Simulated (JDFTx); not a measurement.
# Sn (Im-3m) in JDFTx: reference runs

How does Sn come out in PBEsol? The cell is run as given and disturbed.

Program: JDFTx 1.7.0 (patched build). These are calculated values, not measurements. Logs are shortened: lines on timing, memory, paths and dates and some standing lists are left out, and cuts for length are marked. The log counts tension as positive stress, the text compression.

### Step 1. The structure

It takes space group Im-3m (No. 229, cubic). The conventional cell has a = 3.789 Å, b = 3.789 Å, c = 3.789 Å, α = 90.00°, β = 90.00°, γ = 90.00°. Around Sn (site symmetry m-3m) lie 8 Sn at 3.28 Å.

This isn't the form of Sn at room conditions, which is tetragonal (white tin).

### Step 2. Single point, PBEsol

Input file Sn.in:

```
lattice \
   -3.5803730398     3.5803730398     3.5803730398 \
    3.5803730398    -3.5803730398     3.5803730398 \
    3.5803730398     3.5803730398    -3.5803730398
coords-type Lattice
ion Sn     0.0000000000     0.0000000000     0.0000000000 1

ion-species pseudo/Sn.upf
elec-cutoff 36
elec-ex-corr gga-PBEsol
kpoint-folding 10 10 10
elec-smearing Fermi 0.0018374661
elec-n-bands 13
electronic-SCF nIterations 100 energyDiffThreshold 1e-09
electronic-minimize nIterations 30 energyDiffThreshold 1e-7
converge-empty-states yes
forces-output-coords Cartesian

dump-name run.$VAR
dump End Ecomponents EigStats BandEigs Kpoints Forces Stress ElecDensity Dtot KEdensity
```

Potentials or basis: PseudoDojo-SR-PBEsol-0.4.1-standard with smoothed tails.

Started as:

```
$ jdftx -c 1 -i Sn.in -o Sn.out
```

The program printed:

```text
*************** JDFTx 1.7.0 (patched build) ***************

Input parsed successfully to the following command list (including defaults):
[... the input with its defaults ...]

---------- Setting up symmetries ----------

Found 48 point-group symmetries of the bravais lattice
Found 48 space-group symmetries with basis
Applied RMS atom displacement 0 bohrs to make symmetries exact.

---------- Initializing the Grid ----------
R =
[     -3.58037      3.58037      3.58037  ]
[      3.58037     -3.58037      3.58037  ]
[      3.58037      3.58037     -3.58037  ]
unit cell volume = 183.588
G =
[ 1.76073e-18   0.877448   0.877448  ]
[   0.877448 1.76073e-18   0.877448  ]
[   0.877448   0.877448 1.76073e-18  ]
Minimum fftbox size, Smin = [  36  36  36  ]
Chosen fftbox size, S = [  36  36  36  ]

---------- Exchange Correlation functional ----------
Initalized PBEsol GGA exchange.
Initalized PBEsol GGA correlation.

---------- Setting up pseudopotentials ----------
Width of ionic core gaussian charges (only for fluid interactions / plotting) set to 0

Reading pseudopotential file 'pseudo/Sn.upf':
  'Sn' pseudopotential, 'PBESOL' functional
  Generated using ONCVPSP code by D. R. Hamann
  14 valence electrons, 3 orbitals, 6 projectors, 1001 radial grid points, with lMax = 2
    4D    l: 2   occupation: 10.0   eigenvalue: -0.947846
    5S    l: 0   occupation:  2.0   eigenvalue: -0.389375
    5P    l: 1   occupation:  2.0   eigenvalue: -0.136297
  Core radius for overlap checks: 2.33 bohrs.

Initialized 1 species with 1 total atoms.

Folded 1 k-points by 10x10x10 to 1000 k-points.

---------- Setting up k-points, bands, fillings ----------
Reduced to 47 k-points under symmetry.
Computing the number of bands and number of electrons
Calculating initial fillings.
nElectrons:  14.000000   nBands: 13   nStates: 47

----- Setting up reduced wavefunction bases (one per k-point) -----
average nbasis = 1894.393 , ideal nbasis = 1894.055

---------- Setting up ewald sum ----------
Optimum gaussian width for ewald sums = 2.235508 bohr.
Real space sum over 2197 unit cells with max indices [  6  6  6  ]
Reciprocal space sum over 2197 terms with max indices [  6  6  6  ]

---------- Allocating electronic variables ----------
Initializing wave functions:  linear combination of atomic orbitals
Note: number of bands (13) exceeds available atomic orbitals (9)
Sn pseudo-atom occupations:   s ( 2 )  p ( 2 )  d ( 10 )
	FillingsUpdate:  mu: +0.410994856  nElectrons: 14.000000
LCAOMinimize: Iter:   0  F: -67.7008624174560225  |grad|_K:  1.460e-04  alpha:  1.000e+00
	FillingsUpdate:  mu: +0.411325650  nElectrons: 14.000000
LCAOMinimize: Iter:   1  F: -67.7009329387512793  |grad|_K:  1.353e-06  alpha:  8.356e-01  linmin: -4.691e-02  cgtest:  4.384e-01
LCAOMinimize: Encountered beta<0, resetting CG.
	FillingsUpdate:  mu: +0.411328098  nElectrons: 14.000000
LCAOMinimize: Iter:   2  F: -67.7009329457436166  |grad|_K:  8.437e-08  alpha:  9.622e-01  linmin: -1.335e-04  cgtest:  4.267e-04
	FillingsUpdate:  mu: +0.411327949  nElectrons: 14.000000
LCAOMinimize: Iter:   3  F: -67.7009329457687841  |grad|_K:  1.854e-09  alpha:  8.732e-01  linmin:  4.925e-02  cgtest: -4.278e-01
LCAOMinimize: Converged (|Delta F|<1.000000e-06 for 2 iters).

-------- Electronic minimization -----------
Will mix electronic density at each iteration.
	FillingsUpdate:  mu: +0.411327949  nElectrons: 14.000000
	FillingsUpdate:  mu: +0.402900291  nElectrons: 14.000000
SCF: Cycle:  0   F: -67.712887386714954   dF: -1.195e-02   |Residual|: 6.524e-03   |deigs|: 3.139e-01
	FillingsUpdate:  mu: +0.402674179  nElectrons: 14.000000
SCF: Cycle:  1   F: -67.712942640895903   dF: -5.525e-05   |Residual|: 3.713e-03   |deigs|: 4.032e-03
	FillingsUpdate:  mu: +0.402488171  nElectrons: 14.000000
SCF: Cycle:  2   F: -67.712946447967354   dF: -3.807e-06   |Residual|: 3.642e-04   |deigs|: 8.412e-04
	FillingsUpdate:  mu: +0.402496029  nElectrons: 14.000000
SCF: Cycle:  3   F: -67.712946847674530   dF: -3.997e-07   |Residual|: 9.925e-05   |deigs|: 1.867e-04
	FillingsUpdate:  mu: +0.402505415  nElectrons: 14.000000
SCF: Cycle:  4   F: -67.712946983018071   dF: -1.353e-07   |Residual|: 3.576e-05   |deigs|: 1.403e-04
	FillingsUpdate:  mu: +0.402509293  nElectrons: 14.000000
SCF: Cycle:  5   F: -67.712946997085695   dF: -1.407e-08   |Residual|: 2.975e-05   |deigs|: 5.545e-05
	FillingsUpdate:  mu: +0.402507220  nElectrons: 14.000000
SCF: Cycle:  6   F: -67.712947003687646   dF: -6.602e-09   |Residual|: 2.564e-06   |deigs|: 5.381e-05
	FillingsUpdate:  mu: +0.402507420  nElectrons: 14.000000
SCF: Cycle:  7   F: -67.712947004342752   dF: -6.551e-10   |Residual|: 7.434e-07   |deigs|: 1.989e-05
	FillingsUpdate:  mu: +0.402507459  nElectrons: 14.000000
SCF: Cycle:  8   F: -67.712947004632440   dF: -2.897e-10   |Residual|: 1.959e-07   |deigs|: 5.505e-05
SCF: Converged (|Delta E|<1.000000e-09 for 2 iters).

Setting wave functions to eigenvectors of Hamiltonian
Converging empty states (this may take a while):
EmptyStates: None of the convergence criteria satisfied.
|deigs|: 3.814e-04

# Stress tensor in Cartesian coordinates [Eh/a0^3]:
[  7.06518e-05            0            0  ]
[            0  7.06518e-05            0  ]
[            0            0  7.06518e-05  ]

# Ionic positions in lattice coordinates:
ion Sn   0.000000000000000   0.000000000000000   0.000000000000000 1

# Forces in Cartesian coordinates:
force Sn   0.000000000000000  -0.000000000000000   0.000000000000000 1

# Energy components:
   Eewald =      -49.8055473671771622
       EH =       16.6610253120875456
     Eloc =      -48.3790016068257742
      Enl =      -22.1809004394999505
      Exc =      -21.8054700735833151
 Exc_core =       10.9159599029215340
       KE =       46.8812566336813887
-------------------------------------
     Etot =      -67.7126776383957463
       TS =        0.0002693662366971
-------------------------------------
        F =      -67.7129470046324400

IonicMinimize: Iter:   0  F: -67.712947004632440  |grad|_K:  0.000e+00
IonicMinimize: Converged (|grad|_K<1.000000e-04).

#--- Lowdin population analysis ---
# oxidation-state Sn +0.030

Dumping 'run.eigStats' ...
	eMin: -0.387728 at state 5 ( [ +0.000000 +0.000000 +0.500000 ] spin 0 )
	HOMO: +0.399400 at state 10 ( [ +0.000000 +0.200000 +0.200000 ] spin 0 )
	mu  : +0.402507
	LUMO: +0.402658 at state 3 ( [ +0.000000 +0.000000 +0.300000 ] spin 0 )
	eMax: +1.186320 at state 46 ( [ +0.500000 +0.500000 +0.500000 ] spin 0 )
	HOMO-LUMO gap: +0.003258
	Optical gap  : +0.027182 at state 45 ( [ +0.400000 +0.500000 +0.500000 ] spin 0 )
WARNING: the last solve of the electrons (or of bands or displaced states from it) ended unconverged.
Done!
```

It took 21 s on 1 thread of Intel Xeon 6975P-C (Granite Rapids), shared host; peak memory 0.08 GiB.

What came out:

```
Free energy            : -1842.5632 eV
Pressure               : -2.1 GPa
Band gap on the k mesh : none (metal or under the smearing width)
```

Caveat: the empty levels aren't tightly converged.

### Step 3. Single point, PBEsol (cell strained at random at fixed volume)

Input file Sn.in:

```
lattice \
   -3.5487733812     3.5803091308     3.5666785362 \
    3.5874522955    -3.5334231359     3.5513282909 \
    3.6098455501     3.5873521401    -3.5558163905
coords-type Lattice
ion Sn     0.0096000000     0.0063090000    -0.0032590000 1

ion-species pseudo/Sn.upf
elec-cutoff 36
elec-ex-corr gga-PBEsol
kpoint-folding 10 10 10
elec-smearing Fermi 0.0018374661
elec-n-bands 13
electronic-SCF nIterations 100 energyDiffThreshold 1e-09
electronic-minimize nIterations 30 energyDiffThreshold 1e-7
converge-empty-states yes
forces-output-coords Cartesian

dump-name run.$VAR
dump End Ecomponents EigStats BandEigs Kpoints Forces Stress
```

Potentials or basis: PseudoDojo-SR-PBEsol-0.4.1-standard with smoothed tails.

Started as:

```
$ jdftx -c 1 -i Sn.in -o Sn.out
```

Run time: 3.9 min. Hardware: 1 thread of Intel Xeon 6975P-C (Granite Rapids), shared host; peak memory 0.51 GiB.

Results (log left out):

```
Free energy            : -1842.5638 eV
Pressure               : -2.1 GPa
Band gap on the k mesh : none (metal or under the smearing width)
```

Stress tensor (GPa, compression positive):
```
-2.23  0.17  0.18
 0.17 -2.29  0.17
 0.18  0.17 -1.73
```

Levels at points of the mesh, in eV from the Fermi level:
```
           k point  band 3  band 4  band 5  band 6  band 7  band 8  band 9  band 10
(0.00, 0.00, 0.00)  -21.44  -21.31  -21.31  -11.05    7.79    8.02    8.11    12.38
(0.00, 0.00, 0.50)  -21.32  -21.32  -21.23   -6.39   -4.38    3.63    5.44     7.93
(0.00, 0.50, 0.00)  -21.32  -21.32  -21.23   -6.48   -4.41    3.75    5.60     8.06
(0.00, 0.50, 0.50)  -21.32  -21.32  -21.22   -6.28   -4.35    3.56    5.50     7.85
(0.50, 0.00, 0.00)  -21.32  -21.31  -21.23   -6.52   -4.42    3.79    5.59     8.11
(0.50, 0.00, 0.50)  -21.32  -21.32  -21.23   -6.34   -4.37    3.61    5.55     7.87
(0.50, 0.50, 0.00)  -21.32  -21.32  -21.23   -6.32   -4.36    3.53    5.44     7.74
(0.50, 0.50, 0.50)  -21.26  -21.25  -21.24   -2.47   -0.55   -0.41   -0.32     3.85
```
